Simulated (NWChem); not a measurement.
# the pair O3···SiO: a chain of runs

We compute a single-point energy (singlet SiO4, PBE-D3(BJ)/def2-TZVP), then a single-point energy (singlet O3, PBE-D3(BJ)/def2-TZVP), then a single-point energy (singlet SiO, PBE-D3(BJ)/def2-TZVP), then the energy (singlet O3, PBE-D3(BJ)/def2-TZVP), then the energy (singlet SiO, PBE-D3(BJ)/def2-TZVP) of O4Si and its partners. 

Program for the calculation: NWChem 7.3.0.

### Step 1. The structure to begin with

The species is SiO4 (5 atoms), meant as a singlet with charge 0. The two molecules were placed rigidly side by side, at 1.1 times their contact distance; the pair isn't optimised.

Bond lengths: O1–O2 1.238 Å, O2–O3 1.238 Å, O4–Si5 1.509 Å. Angles: O1–O2–O3 118.4°.

### Step 2. A single-point energy at PBE-D3(BJ)/def2-TZVP (run 1)

File o4si.nw:

```
start o4si
memory 2200 mb
geometry units atomic noautosym nocenter noautoz
  O      1.60381056    -1.01270423     0.77384285
  O     -0.43255831    -0.60017702    -0.30122234
  O     -1.17125225     1.61288125    -0.47262050
  O     -4.54216461    -0.08375266     4.66221891
  Si    -4.49074516     1.71934842     6.87011822
end
basis "ao basis" spherical bse
  * library def2-TZVP
end
dft
  xc xpbe96 cpbe96
  disp vdw 4
  grid fine
  convergence energy 1e-08
  iterations 100
  mulliken
  noprint "final vectors analysis"
end
task dft energy
```

Command:

```
$ nwchem o4si.nw > o4si.out
```

What it wrote:

```text
[...]
          Wavefunction type:  closed shell.
          No. of atoms     :     5
          No. of electrons :    46
[...]
          Charge           :     0
          Spin multiplicity:     1
[...]
          AO basis - number of functions:   161
[...]
              XC Information
              --------------
          PerdewBurkeErnzerhof Exchange Functional  1.000
            Perdew 1991 LDA Correlation Functional  1.000 local
           PerdewBurkeErnz. Correlation Functional  1.000 non-local
[...]
 d= 0,ls=0.0,diis     1   -589.5008869857 -7.67D+02  1.82D-02  4.19D+00     3.8
[...]
 d= 0,ls=0.5,diis    36   -589.8699983685 -8.09D-09  6.29D-07  8.86D-09   109.0
         Total DFT energy =     -589.869998374424
      One electron energy =    -1168.671429868310
           Coulomb energy =      455.421447999153
    Exchange-Corr. energy =      -54.582257185514
 Nuclear repulsion energy =      177.964383348435
    Dispersion correction =       -0.002142668187
[...]
      Total Density - Mulliken Population Analysis
     ---------------------------------------------
    Atom       Charge   Shell Charges
 -----------   ------   -------------------------------------------------------
    1 O    8     8.15   0.79  1.17  0.64  0.94  0.40  1.81  1.68  0.66  0.00  0.04  0.00
    2 O    8     7.71   0.79  1.17  0.65  0.92  0.23  1.80  1.64  0.36  0.01  0.12  0.01
    3 O    8     8.14   0.79  1.17  0.64  0.94  0.39  1.81  1.68  0.66  0.00  0.04  0.00
    4 O    8     8.36   0.79  1.18  0.62  0.92  0.27  1.85  1.79  0.91  0.00  0.02  0.00
    5 Si  14    13.64   2.00  0.57  1.39  1.13  0.79  4.12  1.68  0.54  0.88  0.27  0.12  0.10  0.03
[...]
```

Run time: 1.9 min. Hardware: 1 thread of AMD EPYC 7R13 (Zen 3), shared host; peak memory 0.13 GiB.

### Step 3. O3: a single-point energy at PBE-D3(BJ)/def2-TZVP (run 2)

File geom.nw:

```
start geom
memory total 2200 mb

geometry units atomic noautosym nocenter noautoz
 O      1.60381056    -1.01270423     0.77384285
 O     -0.43255831    -0.60017702    -0.30122234
 O     -1.17125225     1.61288125    -0.47262050
end

basis spherical bse
 O library def2-TZVP
end

dft
 xc xpbe96 cpbe96
 mult 1
 disp vdw 4
 grid fine
 convergence energy 1e-08
 iterations 100
 mulliken
 print low
end

task dft
```

Command:

```
$ nwchem geom.nw > geom.out
```

What it wrote:

```text
[...]
 d= 0,ls=0.0,diis     1   -225.1158387420 -2.96D+02  1.55D-02  2.76D+00     0.9
[...]
 d= 0,ls=0.0,diis    12   -225.3219771125 -4.68D-10  5.33D-08  1.00D-10     8.1
         Total DFT energy =     -225.321977112505
      One electron energy =     -449.154070843676
           Coulomb energy =      178.543720606906
    Exchange-Corr. energy =      -25.352541441538
 Nuclear repulsion energy =       70.641648351296
    Dispersion correction =       -0.000733785493
[...]
      Total Density - Mulliken Population Analysis
     ---------------------------------------------
    Atom       Charge   Shell Charges
 -----------   ------   -------------------------------------------------------
    1 O    8     8.14   0.79  1.17  0.64  0.94  0.40  1.81  1.68  0.65  0.00  0.04  0.00
    2 O    8     7.72   0.79  1.17  0.65  0.92  0.24  1.80  1.64  0.37  0.01  0.12  0.01
    3 O    8     8.14   0.79  1.17  0.64  0.94  0.40  1.81  1.68  0.65  0.00  0.04  0.00
[...]
```

It took 9.3 s on 1 thread of AMD EPYC 7R13 (Zen 3), shared host; peak memory 0.11 GiB.

### Step 4. SiO: a single-point energy at PBE-D3(BJ)/def2-TZVP (run 3)

File run.nw:

```
start run
title "OSi energy"
memory 2200 mb

geometry noautosym nocenter noautoz
O     -2.403610    -0.044320     2.467140
Si    -2.376400     0.909840     3.635510
end

basis spherical bse
O library def2-TZVP
Si library def2-TZVP
end

dft
xc xpbe96 cpbe96
disp vdw 4
grid fine
convergence energy 1e-08
iterations 100
mulliken
print low
end

task dft
```

Command:

```
$ nwchem run.nw > run.out
```

What it wrote:

```text
[...]
 d= 0,ls=0.0,diis     1   -364.3734982268 -4.04D+02  3.55D-02  1.50D+00     0.8
[...]
 d= 0,ls=0.0,diis     8   -364.5445975275 -3.22D-10  1.72D-06  1.34D-08     4.4
         Total DFT energy =     -364.544597527525
      One electron energy =     -583.202829212765
           Coulomb energy =      208.605019133956
    Exchange-Corr. energy =      -29.229542837588
 Nuclear repulsion energy =       39.283411247009
    Dispersion correction =       -0.000655858138
[...]
      Total Density - Mulliken Population Analysis
     ---------------------------------------------
    Atom       Charge   Shell Charges
 -----------   ------   -------------------------------------------------------
    1 O    8     8.35   0.79  1.18  0.62  0.93  0.26  1.85  1.79  0.91  0.00  0.02  0.00
    2 Si  14    13.65   2.00  0.57  1.39  1.13  0.80  4.12  1.68  0.54  0.88  0.28  0.12  0.10  0.03
[...]
```

Run time: 5.7 s. Hardware: 1 thread of AMD EPYC 7R13 (Zen 3), shared host; peak memory 0.11 GiB.

### Step 5. O3 among ghost functions: a single-point energy at PBE-D3(BJ)/def2-TZVP (with ghost functions) (run 4)

File o3.nw:

```
START o3
TITLE "O3 energy"
memory stack 880 mb heap 220 mb global 1100 mb

GEOMETRY units bohr noautosym nocenter noautoz
O      1.60381056    -1.01270423     0.77384285
O     -0.43255831    -0.60017702    -0.30122234
O     -1.17125225     1.61288125    -0.47262050
bqO     -4.542165    -0.083753     4.662219
bqSi    -4.490745     1.719348     6.870118
END

BASIS "ao basis" spherical bse
O library def2-TZVP
bqO library O def2-TZVP
bqSi library Si def2-TZVP
END

DFT
xc xpbe96 cpbe96
disp vdw 4
grid fine
convergence energy 1e-08
iterations 100
mulliken
print low
END

TASK dft energy
```

Command:

```
$ nwchem o3.nw > o3.out
```

What it wrote:

```text
[...]
 d= 0,ls=0.0,diis     1   -225.1159404156 -2.96D+02  8.95D-03  2.76D+00     3.2
[...]
 d= 0,ls=0.0,diis    12   -225.3222156942 -4.69D-09  3.36D-08  1.20D-10    33.6
         Total DFT energy =     -225.322215694248
      One electron energy =     -449.144771957191
           Coulomb energy =      178.533208127131
    Exchange-Corr. energy =      -25.351566429991
 Nuclear repulsion energy =       70.641648351296
    Dispersion correction =       -0.000733785493
[...]
      Total Density - Mulliken Population Analysis
     ---------------------------------------------
    Atom       Charge   Shell Charges
 -----------   ------   -------------------------------------------------------
    1 O    8     8.14   0.79  1.17  0.64  0.94  0.40  1.81  1.68  0.65  0.00  0.04  0.00
    2 O    8     7.72   0.79  1.17  0.65  0.92  0.24  1.80  1.64  0.37  0.01  0.12  0.01
    3 O    8     8.14   0.79  1.17  0.64  0.94  0.39  1.81  1.68  0.65  0.00  0.04  0.00
    4 X    0     0.00  -0.00  0.00 -0.00  0.00 -0.00  0.00 -0.00  0.00 -0.00  0.00 -0.00
    5 X    0     0.00   0.00  0.00 -0.00  0.00  0.00 -0.00 -0.00  0.00  0.00  0.00 -0.00  0.00 -0.00
[...]
```

Run time: 35 s. Hardware: 1 thread of AMD EPYC 7R13 (Zen 3), shared host; peak memory 0.12 GiB.

### Step 6. SiO among ghost functions: the energy at PBE-D3(BJ)/def2-TZVP (with ghost functions) (run 5)

File osi.nw:

```
start osi
memory 2200 mb
charge 0
geometry noautosym nocenter noautoz
O    -2.403610   -0.044320    2.467140
Si   -2.376400    0.909840    3.635510
bqO      0.848700    -0.535900     0.409500
bqO     -0.228900    -0.317600    -0.159400
bqO     -0.619800     0.853500    -0.250100
end
basis spherical bse
O library def2-TZVP
Si library def2-TZVP
bqO library O def2-TZVP
end
dft
xc xpbe96 cpbe96
disp vdw 4
grid fine
convergence energy 1e-08
iterations 100
mulliken
print low
end
task dft energy
```

Command:

```
$ nwchem osi.nw > osi.out
```

What it wrote:

```text
[...]
 d= 0,ls=0.0,diis     1   -364.3737637930 -4.04D+02  1.49D-02  1.50D+00     3.2
[...]
 d= 0,ls=0.0,diis     8   -364.5448001273  7.07D-11  7.61D-07  1.65D-08    22.0
         Total DFT energy =     -364.544800127277
      One electron energy =     -583.195226093937
           Coulomb energy =      208.596612195683
    Exchange-Corr. energy =      -29.228941617895
 Nuclear repulsion energy =       39.283411247009
    Dispersion correction =       -0.000655858138
[...]
      Total Density - Mulliken Population Analysis
     ---------------------------------------------
    Atom       Charge   Shell Charges
 -----------   ------   -------------------------------------------------------
    1 O    8     8.34   0.79  1.18  0.62  0.92  0.27  1.85  1.79  0.90  0.00  0.02  0.00
    2 Si  14    13.65   2.00  0.57  1.39  1.13  0.80  4.12  1.68  0.54  0.89  0.28  0.12  0.10  0.03
    3 X    0     0.00   0.00 -0.00  0.00 -0.00  0.00  0.00 -0.00  0.00 -0.00  0.00 -0.00
    4 X    0     0.00   0.00 -0.00  0.00 -0.00  0.00  0.00 -0.00  0.00 -0.00  0.00 -0.00
    5 X    0     0.00   0.00 -0.00  0.00 -0.00  0.00  0.00 -0.00  0.00 -0.00  0.00 -0.00
[...]
```

Wall time 23 s (1 thread of AMD EPYC 7R13 (Zen 3), shared host); peak memory 0.13 GiB.

### Step 7. Outcome

```
                                                                                                             quantity          value
                                                                            run 1, PBE-D3(BJ)/def2-TZVP: total energy  -589.87000 Eh
                                                                           run 1, PBE-D3(BJ)/def2-TZVP: dipole moment         2.46 D
                                                                       run 1, PBE-D3(BJ)/def2-TZVP: dispersion energy   -5.63 kJ/mol
                                                                                                     O3: total energy  -225.32198 Eh
                                                                                                O3: dispersion energy   -1.93 kJ/mol
                                                                                                    SiO: total energy  -364.54460 Eh
                                                                                               SiO: dispersion energy   -1.72 kJ/mol
                                                                               O3 among ghost functions: total energy  -225.32222 Eh
                                                                          O3 among ghost functions: dispersion energy   -1.93 kJ/mol
                                                                              SiO among ghost functions: total energy  -364.54480 Eh
                                                                         SiO among ghost functions: dispersion energy   -1.72 kJ/mol
              interaction energy of the rigid parts O3 and SiO (parts in their own basis; closest atoms 3.37 Å apart)      -0.093 eV
interaction energy of the rigid parts O3 and SiO (parts in the whole basis, counterpoise; closest atoms 3.37 Å apart)      -0.081 eV
```

In words: The interaction energy of the rigid parts O3 and SiO (parts in their own basis; closest atoms 3.37 Å apart) is −0.09 eV (−2.1 kcal/mol): the parts attract. Without counterpoise this holds the superposition error of the basis. The interaction energy of the rigid parts O3 and SiO (parts in the whole basis, counterpoise; closest atoms 3.37 Å apart) is −0.08 eV (−1.9 kcal/mol): the parts attract. The basis-set superposition error is 1.2 kJ/mol. Mulliken charges (O3) run from -0.14 on O1 to +0.28 on O2.
